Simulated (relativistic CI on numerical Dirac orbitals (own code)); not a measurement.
**S III (S²⁺): levels and lines**

What are the lowest levels and the strongest lines of S²⁺? One CI run answers it; runs with one setting changed show what the result hangs on. Configuration energies are shifted onto measured levels.

The numbers are computed with relativistic CI on numerical Dirac orbitals (own code) version 4 (Dirac-Coulomb-Breit CI, KLI orbitals optimised for each configuration, model QED (radiative potential, 1s self-energy scaled to tabulated hydrogen-like ionisation energies), valence Slater integrals scaled by 0.85, configuration energies shifted to the measured levels that pair with them (semi-empirical)), except any that are marked as measured or tabulated.

## Step 1: The atom as given

```
ion                       : S²⁺ (S III)
nuclear charge            : 16
electrons                 : 14
isotope                   : A = 32
first configuration typed : [Ne] 3s2 3p2
```

The outer shells:

first configuration typed
```
[Ne] core
3s [↑↓]
3p [↑ ][↑ ][  ]
```

## Step 2: CI with the chosen configurations

Input settings:

```ini
atom S  Z=16  charge=2  electrons=14
nucleus A=32  rms_radius_fm=3.2611
hamiltonian dirac-coulomb  breit=on  qed=on  c_scale=1
orbitals kli  potential=per-configuration
slater_scale 0.85
correlation fit
mixing on
configurations
  [Ne] 3s2 3p2
  [Ne] 3s 3p3
  [Ne] 3s2 3p 3d
  [Ne] 3s2 3p 4s
  [Ne] 3s2 3p 4p
  [Ne] 3s2 3p 4d
  [Ne] 3s2 3p 5s
  [Ne] 3p4
  [Ne] 3s2 3d2
  [Ne] 3s 3p2 3d
  [Ne] 3p2 3d2
  [Ne] 3s2 3d 4s
  [Ne] 3s2 4s2
  [Ne] 3s2 3p 4f
  [Ne] 3s2 3d 4p
  [Ne] 3s2 3p 5p
  [Ne] 3s2 4s 4p
  [Ne] 3s2 3p 5d
  [Ne] 3s 3p2 4s
  [Ne] 3p3 3d
  [Ne] 3s2 3p 5f
  [Ne] 3s2 3p 5g
  [Ne] 3p3 4s
  [Ne] 3s2 4p2
  [Ne] 3s 3p 3d2
  [Ne] 3s 3p2 4p
  [Ne] 3p3 4p
  [Ne] 3s 3p 3d 4s
  [Ne] 3s 3p 4s2
  [Ne] 3s 3p 3d 4p
end
```

Started as:

```bash
$ python run_levels.py task.json out
```

task.json lists these runs, among others, and the program works through them in turn.

## Step 4: Slater integrals scaled by 0.75

Settings: those of step 2 with these lines changed.

```diff
@@ -4,3 +4,3 @@
 orbitals kli  potential=per-configuration
-slater_scale 0.85
+slater_scale 0.75
 correlation fit
```

## Step 5: Slater integrals scaled by 1

Settings: those of step 4 with these lines changed.

```diff
@@ -4,3 +4,3 @@
 orbitals kli  potential=per-configuration
-slater_scale 0.75
+slater_scale 1
 correlation fit
```

(Steps that only read results are left out.)

What does the calculation give? Wanted: lowest level; first excitation; lowest level of the other parity; fastest E1 line; mean error of paired levels.

**Answer**, as computed:

| run | time | mean size of shift, levels followed (cm⁻¹) | lowest level | mean error to measured (cm⁻¹) |
| --- | --- | --- | --- | --- |
| main run | 1.7 s | 0 | 3p2 3P0 | 394 |
| Slater integrals scaled by 0.75 | 2.1 s | 1450 | 3p2 3P0 | - |
| Slater integrals scaled by 1 | 2.6 s | 1518 | 3p2 3P0 | - |

| quantity | value |
| --- | --- |
| lowest level | 3p2 3P0 |
| first excitation | 3p2 3P1, 291.8 cm⁻¹ |
| lowest level of the other parity | 3s 3p3 5S°2, 59146 cm⁻¹ |
| levels in the model | 726 |
| fastest E1 line (by rate) to the lowest level among the lowest 214 of 726 levels | 68.03 nm, from 3p 3d 3D°1 |
| mean error of paired levels | 394 cm⁻¹ over 56 |

**Reading.** The lowest level is 3p2 3P0, 96 % pure in LS and 67 % in jj coupling; over the low levels the means are 90 and 62 %, so LS coupling describes them better. The largest mover is «Slater integrals scaled by 1» (1518 cm⁻¹ on average). The configurations are shifted onto measured levels, so the match to them is no test; configurations with no paired level borrow a shift and can be far off. Lifetimes count radiative decay inside the model alone.
